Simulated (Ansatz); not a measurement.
# CH6AlBO: the cost of one run

The runs use Ansatz 0.2.0, Gaussian basis; the settings change from run to run.

## (1) The molecule

The structure was relaxed beforehand with PBE0-D4 in a triple-zeta def2 set.

SMILES `[CH3][AlH][BH]O`, 10 atoms, charge 0, spin multiplicity 1.

Atoms are counted from 1 here; the program's logs count them from 0.

Bond lengths: C1–Al2 1.964 Å, C1–H5 1.096 Å, C1–H6 1.094 Å, C1–H7 1.096 Å, Al2–B3 2.172 Å, Al2–H8 1.596 Å, B3–O4 1.357 Å, B3–H9 1.205 Å, O4–H10 0.961 Å. Angles: Al2–C1–H5 110.3°, Al2–C1–H6 115.1°, Al2–C1–H7 110.4°, H5–C1–H6 107.3°, H5–C1–H7 105.9°, H6–C1–H7 107.4°, C1–Al2–B3 120.3°, C1–Al2–H8 116.8°, B3–Al2–H8 122.9°, Al2–B3–O4 121.7°, Al2–B3–H9 125.2°, O4–B3–H9 113.1°, B3–O4–H10 114.0°.

Coordinates:

```mol
CH6AlBO
  3D, bonds by distance, orders not assigned

 10  9  0  0  0  0  0  0  0  0999 V2000
   -1.5646    0.5299   -0.2996 C   0  0
    0.2590    0.1651   -0.9321 Al  0  0
    1.7556   -0.6187    0.4336 B   0  0
    1.4676   -0.8816    1.7337 O   0  0
   -2.2894   -0.0673   -0.8651 H   0  0
   -1.7354    0.3303    0.7620 H   0  0
   -1.8303    1.5773   -0.4828 H   0  0
    0.5630    0.4683   -2.4694 H   0  0
    2.8990   -0.8643    0.1437 H   0  0
    0.5585   -0.6903    1.9789 H   0  0
  1  2  8  0
  2  3  8  0
  3  4  8  0
  1  5  8  0
  1  6  8  0
  1  7  8  0
  2  8  8  0
  3  9  8  0
  4 10  8  0
M  END
```

## (2) r2SCAN0/cc-pVTZ

This run has unrestricted orbitals.

Contents of in.yaml:

```yaml
crystal:
  periodic: [false, false, false]
  atoms:
    - {symbol: C, position_ang: [-1.564573, 0.529875, -0.299619]}
    - {symbol: Al, position_ang: [0.258972, 0.165088, -0.932063]}
    - {symbol: B, position_ang: [1.755630, -0.618653, 0.433626]}
    - {symbol: O, position_ang: [1.467553, -0.881620, 1.733705]}
    - {symbol: H, position_ang: [-2.289370, -0.067293, -0.865133]}
    - {symbol: H, position_ang: [-1.735415, 0.330261, 0.761969]}
    - {symbol: H, position_ang: [-1.830290, 1.577287, -0.482823]}
    - {symbol: H, position_ang: [0.563005, 0.468303, -2.469397]}
    - {symbol: H, position_ang: [2.898969, -0.864256, 0.143651]}
    - {symbol: H, position_ang: [0.558519, -0.690291, 1.978885]}
basis:
  gaussian: {orbitals: cc-pVTZ}
magnetization: {spin_polarized: true, initial_magnetization: 0}
hamiltonian: {xc: {name: r2SCAN0}}
```

Run with:

```sh
> ansatz run in.yaml --threads 2 --pin off --events-out ev --progress --plain --max-ram 4352MiB
```

**Question.** How long does this run take on 2 threads of Arm Neoverse V1, shared host, and how much memory does it need?

About 11 s, with a peak of 0.58 GiB.
